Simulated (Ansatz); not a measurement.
I need a point defect in a supercell of GaP, space group F-43m. Use the Python package of Ansatz (0.2.0). Settings (first run): LDA, PAW, cutoff 463 eV, 2×2×2 k-points, Fermi-Dirac smearing of 0.05 eV.

Input file `gap.extxyz`:
```text
2
Lattice="0.0 2.72525 2.72525 2.72525 0.0 2.72525 2.72525 2.72525 0.0" Properties=species:S:1:pos:R:3 pbc="T T T"
Ga    0.00000000    0.00000000    0.00000000
P     1.36262500    1.36262500    1.36262500
```

The script, `defect_gap.py`:
```python
"""Point defect (vacancy) in GaP."""

import ansatz
import numpy as np

cell = ansatz.Crystal.from_extxyz("gap.extxyz")
host = cell.supercell(2)
defective = host.vacancy("P", at=[0.25, 0.25, 0.25])

def prepare(structure):
    return (
        structure.calculation()
        .functional("lda")
        .basis(17 * ansatz.Ha)
        .kpoints(2, 2, 2)
        .occupations("fermi_dirac", width=0.05)
        .band_table()
    )


# the dielectric constant is a typed guess; take it from a response run in earnest
perfect = prepare(host).run(threads=1, backend="cpu").report
calculation = (
    prepare(defective)
    .charge(-1)
    .charged_corrections(epsilon=12.0)
    .forces()
)
done = calculation.run(threads=1, backend="cpu")
r = done.report

n_host, n_defect = len(perfect["lattice"]["sites"]), len(r["lattice"]["sites"])
print(f"perfect cell: {n_host} atoms, F = {perfect['free_energy_ev']:.4f} eV")
print(f"defect cell:  {n_defect} atoms, F = {r['free_energy_ev']:.4f} eV")
# chemical potentials are still to be added to this difference
print(f"difference {r['free_energy_ev'] - perfect['free_energy_ev']:.4f} eV (no chemical potentials)")
print(f"point-charge correction {done.charged_corrections().monopole_ev:.3f} eV at charge {-1:+d}")


for site in done.lattice.sites:
    print(f"{site.symbol:2s}", " ".join(f"{v:8.4f}" for v in site.position_ang))
```

```console
$ python defect_gap.py
perfect cell: 16 atoms, F = -35468.8267 eV
defect cell:  15 atoms, F = -34733.3430 eV
difference 735.4837 eV (no chemical potentials)
point-charge correction 0.252 eV at charge -1
Ga   0.0000   0.0000   0.0000
Ga   2.7252   2.7252   0.0000
P    4.0879   4.0879   1.3626
Ga   2.7252   0.0000   2.7252
P    4.0879   1.3626   4.0879
Ga   5.4505   2.7252   2.7252
P    6.8131   4.0879   4.0879
Ga   0.0000   2.7252   2.7252
P    1.3626   4.0879   4.0879
Ga   2.7252   5.4505   2.7252
P    4.0879   6.8131   4.0879
Ga   2.7252   2.7252   5.4505
P    4.0879   4.0879   6.8131
Ga   5.4505   5.4505   5.4505
P    6.8131   6.8131   6.8131
```

Absolute energies stand on the zero of these potentials, so only differences at equal settings mean something. A total without «per atom» is that of the whole cell that was run. Energy and stress may still move on a finer k-point mesh. The atoms stand at ideal sites; relaxing them can change energy and levels by an eV or more. The difference holds no chemical potentials. The structure is a deposited one; some such entries were measured under pressure or heat, so a shift against it needn't be the functional's error alone. The supercell is small, so the defect meets its images and the energies aren't those of an isolated defect; a partly filled defect level may also lower its energy by spin or distortion. For a charged cell the difference holds no correction, alignment or term for the electrons' reservoir. Hardware and time: 11 s on 1 thread of Arm Neoverse V2, on a shared host, peak memory 0.64 GiB.
